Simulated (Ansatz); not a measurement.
# USVWN5/6-311+G(d,p) run of CH3F2Si (SMILES C[Si](F)F)

Aim: the energy change on altering one bond length of CH3F2Si at USVWN5/6-311+G**, from 2 runs. 

The calculation is run with Ansatz 0.2.0.

34 further runs of the same task are left out: 34 set aside as unsound or not needed.

### 1 The system as given

CH3F2Si: 7 atoms, total charge 0, spin state doublet. As SMILES, `C[Si](F)F`. The coordinates come from a PBE0-D4/def2-TZVP relaxation.

Bond lengths: C1–Si2 1.860 Å, Si2–F3 1.598 Å, Si2–F4 1.598 Å, C1–H5 1.091 Å, C1–H6 1.091 Å, C1–H7 1.094 Å. Angles: C1–Si2–F3 108.7°, C1–Si2–F4 108.7°, F3–Si2–F4 106.1°, Si2–C1–H5 110.5°, Si2–C1–H6 110.5°, Si2–C1–H7 108.7°, H5–C1–H6 109.0°, H5–C1–H7 109.0°, H6–C1–H7 109.0°.

### 2 The energy at USVWN5/6-311+G(d,p)

The input, job.yaml:

```yaml
crystal:
  periodic: [false, false, false]
  atoms:
    - {symbol: C, position_ang: [-0.274200, 0.729000, -0.218000]}
    - {symbol: Si, position_ang: [0.785100, -0.790400, -0.045500]}
    - {symbol: F, position_ang: [1.077400, -1.037600, 1.505800]}
    - {symbol: F, position_ang: [-0.050900, -2.056800, -0.546000]}
    - {symbol: H, position_ang: [-0.539200, 0.893800, -1.263500]}
    - {symbol: H, position_ang: [0.252700, 1.607700, 0.157300]}
    - {symbol: H, position_ang: [-1.189800, 0.586300, 0.364200]}
basis:
  gaussian:
    orbitals: 6-311+G_st__st_-spherical.json
magnetization:
  spin_polarized: true
  initial_magnetization: 1
hamiltonian:
  xc: {name: SVWN5}
accuracy: high
output: {orbitals: {seedname: orbitals}}
```

The basis set 6-311+G** is read from a file made from the Basis Set Exchange's data (not shown).

Started as:

```sh
ansatz run job.yaml --threads 1 --pin off --max-ram 3480MiB --events-out events.jsonl --progress --plain --runs-dir runs
```

The program printed:

```text
Warning: RAYON_NUM_THREADS=1 ignored (pool sized by the plan → 1); use --threads N
Functional definition: SVWN5
  name "SVWN5"
  exchange = slater_x
  correlation = vwn5_c
2125 factors; integrals over basis functions are off by at most 5.8e-9 eV
mean field evaluation 1: about -14313.6663 eV, gradient 5.6e1 eV
mean field evaluation 2: about -14289.6211 eV, gradient 8.8e1 eV
mean field evaluation 4: about -14325.4167 eV, gradient 9.4e0 eV
mean field evaluation 8: about -14325.7494 eV, gradient 5.5e-2 eV
mean field evaluation 16: about -14325.7494 eV, gradient 2.6e-5 eV
mean field -14325.74937132 eV, -526.4615790544 hartree, gradient 2.5e-8 eV, S^2 0.750839; 0 other end points of the search recorded, 0 dependent functions left out
reference -14325.74937727 eV, -526.4615792730 hartree; 21, 20 occupied and 93, 94 virtual orbitals, 2125 factors
Total energy: -14325.74937727 eV, -526.4615792730 hartree
```

Run time: 6 s. Hardware: 1 thread of Arm Neoverse V2, shared host; peak memory 0.32 GiB.

### 3 The distorted shape, same level

The input, input.yaml:

```yaml
crystal:
  periodic: [false, false, false]
  atoms:
    - {symbol: C, position_ang: [-0.433116, 0.956941, -0.243878]}
    - {symbol: Si, position_ang: [0.785100, -0.790400, -0.045500]}
    - {symbol: F, position_ang: [1.077400, -1.037600, 1.505800]}
    - {symbol: F, position_ang: [-0.050900, -2.056800, -0.546000]}
    - {symbol: H, position_ang: [-0.698116, 1.121741, -1.289378]}
    - {symbol: H, position_ang: [0.093784, 1.835641, 0.131422]}
    - {symbol: H, position_ang: [-1.348716, 0.814241, 0.338322]}
basis:
  gaussian:
    orbitals: 6-311+G_st__st_-spherical.json
magnetization:
  spin_polarized: true
  initial_magnetization: 1
hamiltonian:
  xc: {name: SVWN5}
accuracy: high
output:
  orbitals: {seedname: orbitals}
```

The basis set 6-311+G** is read from a file made from the Basis Set Exchange's data (not shown).

Started as:

```sh
ansatz run input.yaml --threads 1 --pin off --max-ram 3480MiB --events-out events.jsonl --progress --plain --runs-dir runs
```

The program printed:

```text
Warning: RAYON_NUM_THREADS=1 ignored (pool sized by the plan → 1); use --threads N
[... 4 set-up lines as earlier in the session ...]
2121 factors; integrals over basis functions are off by at most 5.6e-9 eV
mean field evaluation 1: about -14312.3243 eV, gradient 5.6e1 eV
mean field evaluation 2: about -14281.5156 eV, gradient 9.3e1 eV
mean field evaluation 4: about -14324.9505 eV, gradient 9.6e0 eV
mean field evaluation 8: about -14325.2933 eV, gradient 2.8e-1 eV
mean field evaluation 16: about -14325.2937 eV, gradient 7.0e-5 eV
mean field -14325.29370561 eV, -526.4448336483 hartree, gradient 4.6e-8 eV, S^2 0.751250; 0 other end points of the search recorded, 0 dependent functions left out
reference -14325.29371162 eV, -526.4448338691 hartree; 21, 20 occupied and 93, 94 virtual orbitals, 2121 factors
Total energy: -14325.29371162 eV, -526.4448338691 hartree
```

Run time: 6 s. Hardware: 1 thread of Arm Neoverse V2, shared host; peak memory 0.32 GiB.

### 4 Outcome

At USVWN5/6-311+G**:

```
                                                          quantity          value
                                         first shape: total energy  -526.46158 Eh
                   first shape: HOMO energy (highest over α and β)       -5.39 eV
                    first shape: LUMO energy (lowest over α and β)       -4.04 eV
                                                 first shape: ⟨S²⟩          0.751
                                     distorted shape: total energy  -526.44483 Eh
               distorted shape: HOMO energy (highest over α and β)       -5.56 eV
                distorted shape: LUMO energy (lowest over α and β)       -4.34 eV
                                             distorted shape: ⟨S²⟩          0.751
energy change with the C1–Si2 bond stretched from 1.860 to 2.139 Å       0.456 eV
```

In words: With the C1–Si2 bond stretched from 1.860 to 2.139 Å the energy rises by 0.46 eV (10.5 kcal/mol). The first shape isn't relaxed at this level, so the change isn't measured from a minimum.
